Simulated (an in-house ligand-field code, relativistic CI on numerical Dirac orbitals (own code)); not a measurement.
# d7 in a ligand field: terms for several parameter sets

Aim: the terms of a d7 shell from Racah B and C, spin-orbit ζ and the field, by exact diagonalisation.

Method: parametric ligand-field model of a d^n configuration (Racah B and C, spin-orbit zeta, crystal field), exact diagonalisation. Code: an in-house ligand-field code version 1.

### 1 The system

```
shell        : d7
set 1 (cm⁻¹) : B = 650, C = 3010, ζ = 1950, Td, 10Dq = -2700
set 2 (cm⁻¹) : B = 1090, C = 4020, ζ = 950, Td, 10Dq = -7050
set 3 (cm⁻¹) : B = 1010, C = 4410, ζ = 120, Td, 10Dq = -5650
set 4 (cm⁻¹) : B = 980, C = 3930, ζ = 3950, Oh, 10Dq = 9100
set 5 (cm⁻¹) : B = 760, C = 3700, ζ = 130, Td, 10Dq = -13850
set 6 (cm⁻¹) : B = 1060, C = 4310, ζ = 2150, Oh, 10Dq = 37700
set 7 (cm⁻¹) : B = 310, C = 1540, ζ = 1250, Oh, 10Dq = 25750
set 8 (cm⁻¹) : B = 510, C = 2630, ζ = 1900, Oh, 10Dq = 35500
```

### 2 Set 1

Settings, as recorded:

```ini
n = 7
racah_B = 650  # cm-1
racah_C = 3010  # cm-1
zeta = 1950  # cm-1
symmetry = Td
field = {"10Dq": -2700}  # cm-1
```

### 3 Set 2

Settings, as recorded:

```ini
n = 7
racah_B = 1090  # cm-1
racah_C = 4020  # cm-1
zeta = 950  # cm-1
symmetry = Td
field = {"10Dq": -7050}  # cm-1
```

### 4 Set 3

Settings, as recorded:

```ini
n = 7
racah_B = 1010  # cm-1
racah_C = 4410  # cm-1
zeta = 120  # cm-1
symmetry = Td
field = {"10Dq": -5650}  # cm-1
```

### 5 Set 4

Settings, as recorded:

```ini
n = 7
racah_B = 980  # cm-1
racah_C = 3930  # cm-1
zeta = 3950  # cm-1
symmetry = Oh
field = {"10Dq": 9100}  # cm-1
```

### 6 Set 5

Settings, as recorded:

```ini
n = 7
racah_B = 760  # cm-1
racah_C = 3700  # cm-1
zeta = 130  # cm-1
symmetry = Td
field = {"10Dq": -13850}  # cm-1
```

### 7 Set 6

Settings, as recorded:

```ini
n = 7
racah_B = 1060  # cm-1
racah_C = 4310  # cm-1
zeta = 2150  # cm-1
symmetry = Oh
field = {"10Dq": 37700}  # cm-1
```

### 8 Set 7

Settings, as recorded:

```ini
n = 7
racah_B = 310  # cm-1
racah_C = 1540  # cm-1
zeta = 1250  # cm-1
symmetry = Oh
field = {"10Dq": 25750}  # cm-1
```

### 9 Set 8

Settings, as recorded:

```ini
n = 7
racah_B = 510  # cm-1
racah_C = 2630  # cm-1
zeta = 1900  # cm-1
symmetry = Oh
field = {"10Dq": 35500}  # cm-1
```

(Steps that only read results are left out.)

Before running it: what results should come out? Wanted: lowest spin-orbit levels; sets at their largest spin, of those that allow S over 1.

**Answer**, as computed:

| set | 10Dq/B (size) | lowest | S | electrons in z² and x²-y² | next level (cm⁻¹) |
| --- | --- | --- | --- | --- | --- |
| 1: Td | 4.2 | G8 | 1.47 | 3.64 | G8 1953 |
| 2: Td | 6.5 | G8 | 1.50 | 3.97 | G8 6657 |
| 3: Td | 5.6 | G8 | 1.50 | 4.00 | G8 5617 |
| 4: Oh | 9.3 | G6 | 1.46 | 2.19 | G8 1198 |
| 5: Td | 18.2 | G8 | 1.50 | 4.00 | G8 13807 |
| 6: Oh | 35.6 | G8 | 0.54 | 1.05 | G6 14914 |
| 7: Oh | 83.1 | G8 | 0.51 | 1.02 | G6 17416 |
| 8: Oh | 69.6 | G8 | 0.52 | 1.03 | G6 21615 |

| quantity | value |
| --- | --- |
| lowest spin-orbit levels | 1: G8, 2: G8, 3: G8, 4: G6, 5: G8, 6: G8, 7: G8, 8: G8 |
| sets at their largest spin, of those that allow S over 1 | 1, 2, 3, 4, 5 |

5 of 8 sets have the highest spin that their shell allows, S = 3/2. A negative 10Dq stands for a tetrahedral field. With spin-orbit coupling the labels are those of spin-orbit levels, not of terms, and S is an average from the expectation value of its square. B, C and the field are free parameters here, not those of a compound.
